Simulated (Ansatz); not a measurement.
CaSi2Sb2:

```xyz
5
Lattice="4.9974 0.0000 0.0000 -2.4987 4.3279 0.0000 0.0000 0.0000 5.8617" Properties=species:S:1:pos:R:3 pbc="T T T"
Ca    0.0000    0.0000    0.0000
Si    0.0000    2.8853    1.5034
Si    2.4987    1.4426    4.3583
Sb    0.0000    2.8853    4.2345
Sb    2.4987    1.4426    1.6272
```

The cell was built by a generator and needn't be a form met in nature.

```yaml
Program: Ansatz 0.2.0
Task: relaxation of cell and atoms
Functional: revPBE
Potentials_or_basis: Ansatz PAW
Cutoff: "420 eV (not typed: the program's choice for these potentials)"
k_mesh: 5 × 5 × 4
Occupations: fermi-dirac, width 0.05 eV
Spin: no spin polarisation
```

At the start: volume 25.36 Å³/atom.

Problem. Where does the relaxation end?

Solution. It ends after 5 steps and the volume is 25.82 Å³/atom (+1.8 %); space group P-3m1 (No. 164, to 0.05 Å).

Step by step:
```csv
step,energy change (eV),largest force (eV/Å),volume (Å³)
1,0.0000,0.1129,126.78
2,-0.0146,0.0339,130.01
3,-0.0168,0.0024,129.20
4,-0.0169,0.0005,129.08
5,-0.0172,0.0004,129.08
```

Final structure:
```
Ca Si Sb
1.0
     4.99749    0.00000    0.00000
    -2.49875    4.32795    0.00000
     0.00000    0.00000    5.96803
Ca Si Sb
1 2 2
Direct
  0.00000 0.00000 0.00000
  0.33333 0.66667 0.25575
  0.66667 0.33333 0.74425
  0.33333 0.66667 0.72187
  0.66667 0.33333 0.27813
```

Caveat: the plane-wave basis is chosen anew once the cell has moved, so the energies of steps on either side of that aren't comparable; the PAW data sets come from PBE, with cores solved anew for the run's functional, which leaves a small shift of forces and pressure.
